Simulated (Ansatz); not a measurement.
**BBrH₄O₂Si: vertical ionisation energy**

The task here is to estimate one member of a computed series from the others.

Computed with Ansatz 0.2.0, Gaussian basis. Level: unrestricted cation, the program's frozen cores in correlated methods.

Plan: UKS PBE-D4/def2-TZVPP; UKS r2SCAN-D4/def2-TZVPP; UKS PBE0-D4/def2-TZVPP; UKS B3LYP-D4/def2-TZVPP; UKS wB97X-V/def2-TZVPP; UKS wB97M-V/def2-TZVPP; UKS B2PLYP/def2-TZVPP; UHF-CCSD(T)/def2-TZVPP; UHF-MP2/def2-QZVPP; extrapolation to the limit; then −ε(HOMO) from the neutral's earlier runs with LDA (SPW92), PBE-D4, revPBE-D4, BLYP-D4, r2SCAN-D4, B97M-V, PBE0-D4, B3LYP-D4, r2SCANh-D4, r2SCAN0-D4, HSE06-D4, BHLYP-D4, CAM-B3LYP-D4, LC-ωPBE, ωB97X-V, ωB97M-V.

## Structure used throughout

The geometry comes from an earlier relaxation with PBE0-D4 in a triple-zeta def2 set; it is a stationary point, not always the lowest conformer.

SMILES `OB(Br)O[SiH3]`, 9 atoms, charge 0, spin multiplicity 1.

Atoms are counted from 1 here; the program's logs count them from 0.

Bond lengths: O1–B2 1.347 Å, O1–H6 0.960 Å, B2–Br3 1.961 Å, B2–O4 1.338 Å, O4–Si5 1.659 Å, Si5–H7 1.482 Å, Si5–H8 1.480 Å, Si5–H9 1.482 Å. Angles: B2–O1–H6 113.6°, O1–B2–Br3 119.4°, O1–B2–O4 120.4°, Br3–B2–O4 120.1°, B2–O4–Si5 134.4°, O4–Si5–H7 109.9°, O4–Si5–H8 105.9°, O4–Si5–H9 109.9°, H7–Si5–H8 110.4°, H7–Si5–H9 110.3°, H8–Si5–H9 110.4°.

Set-up of the first run:

in.yaml

```yaml
crystal:
  periodic: [false, false, false]
  atoms:
    - {symbol: O, position_ang: [2.041805, 1.159658, -0.628060]}
    - {symbol: B, position_ang: [1.005544, 0.591501, 0.017948]}
    - {symbol: Br, position_ang: [0.915930, 0.695143, 1.974118]}
    - {symbol: O, position_ang: [0.043621, -0.039105, -0.666326]}
    - {symbol: Si, position_ang: [-1.347975, -0.836429, -0.243326]}
    - {symbol: H, position_ang: [2.672467, 1.584133, -0.042478]}
    - {symbol: H, position_ang: [-2.269036, 0.091831, 0.454597]}
    - {symbol: H, position_ang: [-1.950339, -1.302677, -1.512057]}
    - {symbol: H, position_ang: [-1.023519, -1.990455, 0.628484]}
basis:
  gaussian: {orbitals: def2-TZVPP}
total_charge: 1
magnetization: {spin_polarized: true, initial_magnetization: 1}
hamiltonian: {xc: pbe, dispersion: d4}
```

On the command line:

```
$ ansatz run in.yaml --threads 2 --pin off --events-out ev --progress --plain --max-ram 32768MiB --backend cpu
```

Steps of the session up to this table: Cation, UKS PBE-D4/def2-TZVPP; Cation, UKS r2SCAN-D4/def2-TZVPP; Cation, UKS PBE0-D4/def2-TZVPP; Cation, UKS B3LYP-D4/def2-TZVPP; Cation, UKS wB97X-V/def2-TZVPP; Cation, UKS wB97M-V/def2-TZVPP; Cation, UKS B2PLYP (frozen core)/def2-TZVPP; Cation, UHF-CCSD(T)/def2-TZVPP; Cation, UHF-MP2/def2-QZVPP.

One table of the session follows, with a row left open; its other results are not shown here.

Orbital estimates, from the neutral's runs:

```
  functional  −ε(HOMO) (eV)
 LDA (SPW92)           7.40
      PBE-D4           7.21
   revPBE-D4              ?
     BLYP-D4           7.04
   r2SCAN-D4           7.56
      B97M-V           7.67
     PBE0-D4           8.56
    B3LYP-D4           8.29
  r2SCANh-D4           8.06
  r2SCAN0-D4           8.80
    HSE06-D4           8.16
    BHLYP-D4           9.75
CAM-B3LYP-D4           9.92
     LC-ωPBE          11.34
     ωB97X-V          10.97
     ωB97M-V          10.83
```

Q: Estimate the row for revPBE-D4 from the others.

As computed: −ε(HOMO) (eV): 7.14. In the column «−ε(HOMO) (eV)» it lies between BLYP-D4 (7.04) and PBE-D4 (7.21).
